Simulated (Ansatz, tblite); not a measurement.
# Phenacyltetrahydrothiophenium (C₁₂H₁₅OS+): rung by rung

Aim: run the singlet of phenacyltetrahydrothiophenium (C₁₂H₁₅OS+) at one geometry on many levels, and compare frontier levels, spin and run time.

Method: as each input shows; program: Ansatz 0.2.0, Gaussian basis.

The runs, in order: GFN1-xTB, GFN2-xTB, PBE-D4/def2-TZVP, r2SCAN-D4/def2-TZVP, PBE-D4/def2-SVP, PBE0-D4/def2-SVP, HF/STO-3G, HF/6-31G, B3LYP-D4/6-31G, MP2/def2-SVP.

3 further runs of the same task are left out: 3 that didn't finish.

## Step 1: The structure

The geometry is that of the singlet, from an earlier relaxation (PBE-D4/def2-SVP).

SMILES `O=C(C[S+]1CCCC1)c1ccccc1`, 29 atoms, charge 1, spin multiplicity 1.

Bond lengths: O1–C2 1.234 Å, C2–C3 1.539 Å, C2–C9 1.470 Å, C3–S4 1.831 Å, C3–H15 1.109 Å, C3–H16 1.110 Å, S4–C5 1.858 Å, S4–C8 1.861 Å, C5–C6 1.529 Å, C5–H17 1.107 Å, C5–H18 1.108 Å, C6–C7 1.533 Å, C6–H19 1.111 Å, C6–H20 1.108 Å, C7–C8 1.530 Å, C7–H21 1.110 Å, C7–H22 1.109 Å, C8–H23 1.107 Å and more. Angles: O1–C2–C3 116.3°, O1–C2–C9 124.6°, C3–C2–C9 119.1°, C2–C3–S4 104.7°, C2–C3–H15 113.0°, C2–C3–H16 113.4°, S4–C3–H15 106.4°, S4–C3–H16 110.3°, H15–C3–H16 108.8°, C3–S4–C5 101.2°, C3–S4–C8 103.7°, C5–S4–C8 93.4°, S4–C5–C6 106.2°, S4–C5–H17 108.6°, S4–C5–H18 104.2°, C6–C5–H17 116.0°, C6–C5–H18 112.6°, H17–C5–H18 108.4° and more.

Coordinates:

```xyz
29
C12H15OS
O    -0.0142   -1.0409    1.6549
C    -0.6336   -0.3396    0.8511
C     0.1726    0.7702    0.1531
S     1.8033    0.7532    0.9858
C     2.7768    1.9019   -0.1030
C     3.3947    1.0314   -1.1981
C     3.8216   -0.2727   -0.5140
C     2.6293   -0.7696    0.3060
C    -2.0574   -0.5020    0.5258
C    -2.7786   -1.5190    1.1980
C    -4.1341   -1.7110    0.9227
C    -4.7811   -0.8958   -0.0245
C    -4.0728    0.1149   -0.6984
C    -2.7159    0.3146   -0.4252
H    -0.2525    1.7819    0.3162
H     0.2963    0.6059   -0.9373
H     2.1075    2.7134   -0.4474
H     3.5378    2.3393    0.5737
H     2.6540    0.8321   -2.0014
H     4.2478    1.5583   -1.6703
H     4.6941   -0.0916    0.1475
H     4.1238   -1.0532   -1.2408
H     1.8618   -1.2911   -0.2972
H     2.8746   -1.4018    1.1794
H    -2.2493   -2.1418    1.9338
H    -4.6957   -2.4983    1.4469
H    -5.8496   -1.0484   -0.2392
H    -4.5844    0.7485   -1.4375
H    -2.1767    1.1112   -0.9605
```

The ion is computed in the gas phase, without counter-ions or solvent.

PBE0-D4/def2-TZVP was run before; its log isn't repeated, and its numbers join the tables.

## Step 2: GFN1-xTB

Tight binding, by tblite at 300 K electronic temperature and without a spin-polarisation term:

```python
tblite.interface.Calculator('GFN1-xTB', numbers, positions, charge=1, uhf=0).singlepoint()
```

Energy -1126.2839 eV, HOMO -15.36 eV, LUMO -12.38 eV; 0.026 s.

## Step 3: GFN2-xTB

Tight binding, by tblite at 300 K electronic temperature and without a spin-polarisation term:

```python
tblite.interface.Calculator('GFN2-xTB', numbers, positions, charge=1, uhf=0).singlepoint()
```

Energy -1094.1727 eV, HOMO -14.35 eV, LUMO -11.47 eV; 0.02 s.

## Step 4: PBE-D4/def2-TZVP

start.molden holds the orbitals of an earlier run on this state, given as this run's starting guess.

Contents of in.yaml:

```yaml
crystal:
  periodic: [false, false, false]
  atoms:
    - {symbol: O, position_ang: [-0.014185, -1.040869, 1.654927]}
    - {symbol: C, position_ang: [-0.633563, -0.339563, 0.851069]}
    - {symbol: C, position_ang: [0.172593, 0.770183, 0.153064]}
    - {symbol: S, position_ang: [1.803347, 0.753189, 0.985826]}
    - {symbol: C, position_ang: [2.776780, 1.901905, -0.102981]}
    - {symbol: C, position_ang: [3.394691, 1.031436, -1.198079]}
    - {symbol: C, position_ang: [3.821631, -0.272675, -0.513978]}
    - {symbol: C, position_ang: [2.629253, -0.769636, 0.306025]}
    - {symbol: C, position_ang: [-2.057435, -0.502024, 0.525812]}
    - {symbol: C, position_ang: [-2.778631, -1.519027, 1.197957]}
    - {symbol: C, position_ang: [-4.134147, -1.710969, 0.922689]}
    - {symbol: C, position_ang: [-4.781098, -0.895829, -0.024536]}
    - {symbol: C, position_ang: [-4.072827, 0.114883, -0.698428]}
    - {symbol: C, position_ang: [-2.715950, 0.314576, -0.425230]}
    - {symbol: H, position_ang: [-0.252480, 1.781927, 0.316224]}
    - {symbol: H, position_ang: [0.296339, 0.605917, -0.937292]}
    - {symbol: H, position_ang: [2.107509, 2.713383, -0.447415]}
    - {symbol: H, position_ang: [3.537815, 2.339305, 0.573690]}
    - {symbol: H, position_ang: [2.653979, 0.832075, -2.001352]}
    - {symbol: H, position_ang: [4.247832, 1.558320, -1.670317]}
    - {symbol: H, position_ang: [4.694063, -0.091620, 0.147510]}
    - {symbol: H, position_ang: [4.123818, -1.053218, -1.240787]}
    - {symbol: H, position_ang: [1.861753, -1.291081, -0.297196]}
    - {symbol: H, position_ang: [2.874570, -1.401765, 1.179388]}
    - {symbol: H, position_ang: [-2.249269, -2.141826, 1.933809]}
    - {symbol: H, position_ang: [-4.695691, -2.498336, 1.446851]}
    - {symbol: H, position_ang: [-5.849573, -1.048416, -0.239202]}
    - {symbol: H, position_ang: [-4.584425, 0.748539, -1.437549]}
    - {symbol: H, position_ang: [-2.176690, 1.111228, -0.960540]}
basis:
  gaussian: {orbitals: def2-TZVP, initial_orbitals: start.molden}
total_charge: 1
hamiltonian: {xc: pbe, dispersion: d4}
scf: {omitted_lower_state_checks: [starts]}
output: {forces: true, orbitals: {seedname: orbitals}}
```

Command:

```sh
$ ansatz run in.yaml --threads 4 --pin off --events-out ev --progress --plain --max-ram 6963MiB
```

After this run come: r2SCAN-D4/def2-TZVP; PBE-D4/def2-SVP; PBE0-D4/def2-SVP; HF/STO-3G; HF/6-31G; B3LYP-D4/6-31G; MP2/def2-SVP.

Before running them: what should the planned runs give, taken together? Wanted: gap in def2-TZVP, named functionals, smallest and largest; correlation energy, MP2/def2-SVP; PBE0 total energy, smallest basis above largest.

**Answer**, as computed:

| quantity | value |
| --- | --- |
| gap in def2-TZVP, named functionals, smallest and largest | 3.31 eV (PBE-D4), 5.15 eV (PBE0-D4) |
| correlation energy, MP2/def2-SVP | -52.17 eV |
| PBE0 total energy, smallest basis above largest | 19.44 eV (def2-SVP, def2-TZVP) |

**Reading.** Orbital gaps of the named functionals in def2-TZVP span 3.31 eV (PBE-D4) to 5.15 eV (PBE0-D4); exact exchange widens it.
